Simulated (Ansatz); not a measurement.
# Ge2BiO2: the cost of one run

Program: Ansatz 0.2.0. Level of theory: DFT PBE, scalar-relativistic, plane waves, PAW. These are calculated values, not measurements.

### 1 The system as given

It takes space group P6mm (No. 183, hexagonal). The conventional cell has a = 4.345 Å, b = 4.345 Å, c = 5.317 Å, α = 90.00°, β = 90.00°, γ = 120.00°. Around Ge (site symmetry 3m) lie 1 O at 1.33 Å. Around Bi (site symmetry 6mm) lie 6 O at 3.15 Å and 6 Ge at 3.25 Å. O (site symmetry 3m) is surrounded by 1 Ge at 1.33 Å.

Coordinates:

```cif
data_structure
_symmetry_space_group_name_H-M 'P 1'
_symmetry_Int_Tables_number 1
_cell_length_a 4.3448
_cell_length_b 4.3448
_cell_length_c 5.3171
_cell_angle_alpha 90.000
_cell_angle_beta 90.000
_cell_angle_gamma 120.000
_cell_volume 86.92
loop_
_atom_site_label
_atom_site_type_symbol
_atom_site_fract_x
_atom_site_fract_y
_atom_site_fract_z
_atom_site_occupancy
Ge1 Ge 0.33333 0.66667 0.72649 1
Ge2 Ge 0.66667 0.33333 0.72649 1
Bi1 Bi 0.00000 0.00000 0.33688 1
O1 O 0.33333 0.66667 0.97742 1
O2 O 0.66667 0.33333 0.97742 1
```

The cell is invented: random cell by space group and Wyckoff sites (P6mm, No. 183). Lengths come from tabulated atomic sizes and are only a guess.

### 2 Probe: one point on a coarse mesh

The input, input.yaml:

```yaml
crystal:
  lattice:
    - [4.34475339, 0.0, 0.0]
    - [-2.17237669, 3.76266681, 0.0]
    - [0.0, 0.0, 5.31709104]
  atoms:
    - { symbol: Ge, position: [0.33333333, 0.66666667, 0.72648518] }
    - { symbol: Ge, position: [0.66666667, 0.33333333, 0.72648518] }
    - { symbol: Bi, position: [0.0, 0.0, 0.33688094] }
    - { symbol: O, position: [0.33333333, 0.66666667, 0.97742338] }
    - { symbol: O, position: [0.66666667, 0.33333333, 0.97742338] }
basis:
  ecutwfc: 420
kpoints:
  mp_grid: { grid: [6, 6, 4] }
hamiltonian:
  xc: pbe
scf:
  occupations: { method: gaussian, width: 0.1 }
  lower_state_search: "off"
output:
  forces: true
  stress: true
  eigenvalues: true
```

Command:

```sh
> ansatz run input.yaml --threads 1 --pin off --max-ram 2560MiB --backend cpu --events-out ev --progress --plain --runs-dir out
```

Q: Estimate wall time and peak memory on 1 thread of Intel Xeon at 2.50GHz (Skylake/Cascade Lake), shared host.

About 9.3 s, with a peak of 0.36 GiB.
